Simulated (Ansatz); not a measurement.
# C₂H₈OSi₂: up Jacob's ladder to CCSD(T)

An exercise on one series of results from a longer session: the logs are not shown, and one member is left open.

Method: functionals in def2-TZVPP, the program's frozen cores in correlated methods; program: Ansatz 0.2.0, Gaussian basis.

Plan: PBE-D4, r2SCAN-D4, PBE0-D4, B3LYP-D4, ωB97X-V, ωB97M-V, B2PLYP; CCSD(T)/def2-TZVPP; MP2/def2-QZVPP; extrapolation to the limit.

### Structure used throughout

All runs share one geometry, relaxed beforehand with PBE0-D4 in a triple-zeta def2 set.

SMILES `O/C=C/[SiH2][SiH3]`, 13 atoms, charge 0, spin multiplicity 1.

Atoms are counted from 1 here; the program's logs count them from 0.

Bond lengths: O1–C2 1.352 Å, O1–H6 0.960 Å, C2–C3 1.332 Å, C2–H7 1.089 Å, C3–Si4 1.845 Å, C3–H8 1.088 Å, Si4–Si5 2.343 Å, Si4–H9 1.492 Å, Si4–H10 1.491 Å, Si5–H11 1.490 Å, Si5–H12 1.489 Å, Si5–H13 1.489 Å. Angles: C2–O1–H6 109.9°, O1–C2–C3 122.7°, O1–C2–H7 115.5°, C3–C2–H7 121.8°, C2–C3–Si4 121.8°, C2–C3–H8 117.5°, Si4–C3–H8 120.7°, C3–Si4–Si5 111.3°, C3–Si4–H9 108.4°, C3–Si4–H10 111.6°, Si5–Si4–H9 109.3°, Si5–Si4–H10 108.1°, H9–Si4–H10 108.1°, Si4–Si5–H11 110.3°, Si4–Si5–H12 110.4°, Si4–Si5–H13 111.3°, H11–Si5–H12 108.1°, H11–Si5–H13 108.2° and more.

Set-up of the first run:

Contents of in.yaml:

```yaml
crystal:
  periodic: [false, false, false]
  atoms:
    - {symbol: O, position_ang: [-3.180714, 0.228962, 0.270555]}
    - {symbol: C, position_ang: [-1.897807, 0.037551, 0.650119]}
    - {symbol: C, position_ang: [-0.982260, -0.497902, -0.154926]}
    - {symbol: Si, position_ang: [0.772640, -0.709961, 0.373533]}
    - {symbol: Si, position_ang: [2.222480, 0.568100, -0.951145]}
    - {symbol: H, position_ang: [-3.680941, 0.615268, 0.992952]}
    - {symbol: H, position_ang: [-1.657337, 0.351376, 1.664870]}
    - {symbol: H, position_ang: [-1.300057, -0.785134, -1.154757]}
    - {symbol: H, position_ang: [0.892856, -0.274885, 1.795435]}
    - {symbol: H, position_ang: [1.202848, -2.135473, 0.287870]}
    - {symbol: H, position_ang: [2.049505, 0.220699, -2.389252]}
    - {symbol: H, position_ang: [1.933534, 2.019448, -0.787069]}
    - {symbol: H, position_ang: [3.645553, 0.327250, -0.583485]}
basis:
  gaussian: {orbitals: def2-TZVPP}
hamiltonian: {xc: pbe, dispersion: d4}
output: {forces: true, orbitals: {seedname: orbitals}}
```

Command:

```
$ ansatz run in.yaml --threads 4 --pin off --events-out ev --progress --plain --max-ram 10444MiB
```

Steps of the session up to this table: PBE-D4 (GGA); r2SCAN-D4 (meta-GGA); PBE0-D4 (hybrid); B3LYP-D4 (hybrid); ωB97X-V (range-separated); ωB97M-V (range-separated); B2PLYP (double hybrid); CCSD(T) in def2-TZVPP; MP2 in def2-QZVPP.

One table of the session follows, with a row left open; its other results are not shown here.

```
            method  atomisation energy (kJ/mol)
            PBE-D4                       4616.4
         r2SCAN-D4                            ?
           PBE0-D4                       4551.9
          B3LYP-D4                       4561.2
           ωB97X-V                       4582.5
           ωB97M-V                       4567.3
            B2PLYP                       4504.4
     HF/def2-TZVPP                       3355.7
    MP2/def2-TZVPP                       4477.6
   CCSD/def2-TZVPP                       4383.2
CCSD(T)/def2-TZVPP                       4445.2
           MP2/CBS                       4595.6
       CCSD(T)/CBS                       4563.2
```

Q: Estimate the row for r2SCAN-D4 from the others.

As computed: atomisation energy (kJ/mol): 4573.0. In the column «atomisation energy (kJ/mol)» it lies between ωB97M-V (4567.3) and ωB97X-V (4582.5).
